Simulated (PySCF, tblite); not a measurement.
**C₄H₇ClFSi₂ radical: geometry, infrared bands and EPR parameters**

Wanted: the infrared bands and EPR parameters of C₄H₇ClFSi₂ radical (`[CH2]C#C[Si@](F)([SiH3])CCl`), by calculation.

Programs: tblite 0.8.0 and PySCF 2.14.0, with density-fitted response routines of our own. Each step states its level of theory. These are calculated values for one molecule in the gas phase, unless marked as measured. Atoms count from 0, in the outputs and in this text.

### Step 1. The starting structure

15 atoms, charge 0, multiplicity 2; geometry from: force field or distance geometry start.

Bonds of the start (Å): C0–C1 1.43, C1–C2 1.18, C2–Si3 1.89, Si3–F4 1.60, Si3–Si5 2.31, Si3–C6 1.84, C6–Cl7 1.78, C0–H8 1.09, C0–H9 1.07, Si5–H10 1.49, Si5–H11 1.49, Si5–H12 1.49, C6–H13 1.10, C6–H14 1.10.

### Step 2. Geometry optimisation with GFN2-xTB

What the job is given:

```
{"job": {"kind": "relax", "xc": "GFN2-xTB", "basis": "xTB"}, "charge": 0, "multiplicity": 2}
C      2.574000    -2.111300     1.674800
C      1.658400    -1.381000     0.852900
C      0.906100    -0.775300     0.176700
Si    -0.306900     0.193100    -0.904900
F      0.222800     0.080600    -2.407100
Si    -0.347400     2.405400    -0.256800
C     -2.022400    -0.479500    -0.873800
Cl    -2.661300    -0.535100     0.791300
H      2.274800    -2.430400     2.668800
H      3.550900    -2.351700     1.313200
H     -0.772500     2.556300     1.161900
H     -1.308200     3.165200    -1.096600
H      0.991800     3.042100    -0.390700
H     -2.052700    -1.503800    -1.265300
H     -2.711900     0.133400    -1.466100
```

Run with:

```bash
$ OMP_NUM_THREADS=1 python probes_run.py task.json out
```

This one command runs all jobs of the session in turn.

**Question.** This job is followed by: GFN2-xTB harmonic vibrations, gas phase; UKS B3LYP, pcH-1 on C Cl F H Si, non-relativistic, mean-field spin-orbit, GIAO. Predict these results of the whole session: strongest single infrared mode (GFN2-xTB); zero-point energy (GFN2-xTB); g(iso) (B3LYP); ⟨S²⟩; largest a(iso) (averaged by class); surface potential, 1st and 99th percentile.

As calculated:

| quantity | value |
| --- | --- |
| strongest single infrared mode (GFN2-xTB) | 776 cm⁻¹, 425 km/mol |
| zero-point energy (GFN2-xTB) | 54.7 kcal/mol |
| g(iso) (B3LYP) | 2.00278 |
| ⟨S²⟩ | 0.771 (exact 0.75) |
| largest a(iso) (averaged by class) | 13C on C2, 59.7 MHz |
| surface potential, 1st and 99th percentile | -1.00 V and 1.28 V |

In words: The optimisation took 86 steps and gained 0.474 eV; among the close pairs (by a distance rule), C0–C1 changed most, from 1.431 to 1.339 Å. No mode is imaginary among the 39: a minimum at this level. The strongest single mode, at 776 cm⁻¹, is spread over several atoms, H10, H12, H11 among them. Unscaled tight-binding wavenumbers are off by several per cent, some by more. Its intensities can rank the bands wrongly. The largest spin populations lie on C0 (0.73 e), C2 (0.58 e). The isotropic g lies 0.5 ppt above the free-electron value.
